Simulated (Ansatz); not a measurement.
# AlGeH₄F (SMILES [F][AlH][GeH3]): single points off equilibrium

How do the functionals fare away from a minimum? The structure is a structure displaced at random from a GFN2-xTB minimum.

Computed with Ansatz 0.2.0, Gaussian basis. Level: single points in def2-TZVPP.

Cores are frozen in the correlated methods. Filled d shells of the heavier atoms are correlated.

### Step 1. Starting geometry

SMILES `[F][AlH][GeH3]`, 7 atoms, charge 0, spin multiplicity 1.

Atoms are counted from 1 here; the program's logs count them from 0.

Bond lengths: F1–Al2 1.596 Å, Al2–Ge3 2.392 Å, Al2–H4 1.478 Å, Ge3–H5 1.447 Å, Ge3–H6 1.504 Å, Ge3–H7 1.437 Å. Angles: F1–Al2–Ge3 121.4°, F1–Al2–H4 112.5°, Ge3–Al2–H4 126.1°, Al2–Ge3–H5 116.8°, Al2–Ge3–H6 113.4°, Al2–Ge3–H7 117.8°, H5–Ge3–H6 101.4°, H5–Ge3–H7 102.2°, H6–Ge3–H7 103.1°.

As a file:

```xyz
7
AlFGeH4
F    -1.9829   -1.5263    0.6918
Al   -0.5168   -1.3013    0.1023
Ge    0.4199    0.8905   -0.1028
H     0.1294   -2.5668   -0.3035
H     0.1614    1.5970   -1.3392
H    -0.1106    1.8643    0.9130
H     1.8442    1.0247    0.0315
```

### Step 2. CCSD(T)/def2-TZVPP

The input, run/in.yaml:

```yaml
crystal:
  periodic: [false, false, false]
  atoms:
    - {symbol: F, position_ang: [-1.982900, -1.526300, 0.691800]}
    - {symbol: Al, position_ang: [-0.516800, -1.301300, 0.102300]}
    - {symbol: Ge, position_ang: [0.419900, 0.890500, -0.102800]}
    - {symbol: H, position_ang: [0.129400, -2.566800, -0.303500]}
    - {symbol: H, position_ang: [0.161400, 1.597000, -1.339200]}
    - {symbol: H, position_ang: [-0.110600, 1.864300, 0.913000]}
    - {symbol: H, position_ang: [1.844200, 1.024700, 0.031500]}
basis:
  gaussian: {orbitals: def2-TZVPP}
correlation: {method: ccsd_t}
output: {forces: true}
```

No record of the launch command was kept for these runs.

### Step 3. PBE0-D4/def2-TZVPP

run/in.yaml, as its differences from that of step 2:

```diff
@@ -12,3 +12,3 @@
   gaussian: {orbitals: def2-TZVPP}
-correlation: {method: ccsd_t}
-output: {forces: true}
+hamiltonian: {xc: pbe0, dispersion: d4}
+output: {forces: true, orbitals: {seedname: orbitals}}
```

### Step 4. wB97M-V/def2-TZVPP

run/in.yaml, as its differences from that of step 3:

```diff
@@ -12,3 +12,3 @@
   gaussian: {orbitals: def2-TZVPP}
-hamiltonian: {xc: pbe0, dispersion: d4}
-output: {forces: true, orbitals: {seedname: orbitals}}
+hamiltonian: {xc: {name: wB97M-V}}
+output: {forces: true}
```

### Step 5. r2SCAN-D4/def2-TZVPP

run/in.yaml, as its differences from that of step 4:

```diff
@@ -12,3 +12,3 @@
   gaussian: {orbitals: def2-TZVPP}
-hamiltonian: {xc: {name: wB97M-V}}
+hamiltonian: {xc: r2scan, dispersion: d4}
 output: {forces: true}
```

### Step 6. PBE-D4/def2-TZVPP

run/in.yaml, as its differences from that of step 5:

```diff
@@ -12,3 +12,3 @@
   gaussian: {orbitals: def2-TZVPP}
-hamiltonian: {xc: r2scan, dispersion: d4}
+hamiltonian: {xc: pbe, dispersion: d4}
 output: {forces: true}
```

### Step 7. r2SCAN0-D4/def2-TZVPP

run/in.yaml, as its differences from that of step 6:

```diff
@@ -12,3 +12,3 @@
   gaussian: {orbitals: def2-TZVPP}
-hamiltonian: {xc: pbe, dispersion: d4}
+hamiltonian: {xc: {name: r2SCAN0}, dispersion: d4}
 output: {forces: true}
```

### Step 8. HSE06-D4/def2-TZVPP

run/in.yaml, as its differences from that of step 7:

```diff
@@ -12,3 +12,3 @@
   gaussian: {orbitals: def2-TZVPP}
-hamiltonian: {xc: {name: r2SCAN0}, dispersion: d4}
+hamiltonian: {xc: hse06, dispersion: d4}
 output: {forces: true}
```

(Steps that only read results are left out.)

What does the calculation give? Wanted: energy less free atoms, CCSD(T)/def2-TZVPP; RMS force component; RMS force error; HOMO and LUMO, PBE0-D4; T1 diagnostic.

As calculated:

```
                                  quantity                                                                                               value
energy less free atoms, CCSD(T)/def2-TZVPP                                                                                     -459.6 kcal/mol
                       RMS force component                                                                0.881 to 1.082 eV/Å over the methods
                           RMS force error  PBE0-D4 0.068, wB97M-V 0.056, r2SCAN-D4 0.062, PBE-D4 0.180, r2SCAN0-D4 0.115, HSE06-D4 0.069 eV/Å
                    HOMO and LUMO, PBE0-D4                                                                                  -8.11 and -1.71 eV
                             T1 diagnostic                                                                                               0.013
```

**Reading.** Against CCSD(T) the functionals' energies less atoms differ by -7.8 to +4.8 kcal/mol, PBE-D4 by +2.0 kcal/mol. CCSD(T) in triple zeta still lacks some correlation energy of the bonds, so part of these gaps is its own basis error and they don't rank the functionals. The forces of wB97M-V come nearest to CCSD(T), those of PBE-D4 are farthest.
